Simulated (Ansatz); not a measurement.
CsLiCr2Te2S3:

```
Cs Li Cr Te S
1.0
     3.31929    1.91639    6.87982
    -3.31929    1.91639    6.87982
     0.00000   -3.83279    6.87982
Cs Li Cr Te S
1 1 2 2 3
Direct
  0.00000 0.00000 0.00000
  0.50000 0.50000 0.50000
  0.79848 0.79848 0.79848
  0.20152 0.20152 0.20152
  0.67990 0.67990 0.67990
  0.32010 0.32010 0.32010
  0.13626 0.86374 0.50000
  0.50000 0.13626 0.86374
  0.86374 0.50000 0.13626
```

The cell was built by a generator and needn't be a form met in nature.

Base run:

```yaml
Program: Ansatz 0.2.0
Functional: RPBE
Potentials_or_basis: Ansatz PAW
Cutoff: "420 eV (not typed: the program's choice for these potentials)"
k_mesh: 5 × 5 × 5
Occupations: fermi-dirac, width 0.05 eV
Spin: collinear spin, ferromagnetic start
Starting_moments: "[0.0, 0.0, 3.0, 3.0, 0.0, 0.0, 0.0, 0.0, 0.0] μB"
```

Its results: band gap on the k mesh none (metal or under the smearing width); pressure 1.8 GPa; net moment 4.00 μB per cell; site moments Cs -0.01; Li +0.01; Cr +2.13; Te -0.17; S -0.07 μB; largest force 0.141 eV/Å.

Question: The run is repeated on the same cell with these changes: functional from RPBE to PBE; potentials or basis from Ansatz PAW to JTH PAW; cutoff from 420 eV (not typed: the program's choice for these potentials) to 1230 eV (not typed: the program's choice for these potentials); valence electrons from 90 to 70. What comes out?

Answer: Band gap on the k mesh none (metal or under the smearing width); pressure 0.1 GPa; net moment 4.00 μB per cell; site moments Cs -0.01; Li +0.01; Cr +2.08; Te -0.15; S -0.06 μB; largest force 0.078 eV/Å.

Caveats: only a ferromagnetic start was run, and an antiferromagnetic order may lie lower in energy; spin-orbit coupling is left out, which moves the levels of the heavy elements (some runs); the PAW data sets come from PBE, with cores solved anew for the run's functional, which leaves a small shift of forces and pressure (some runs).
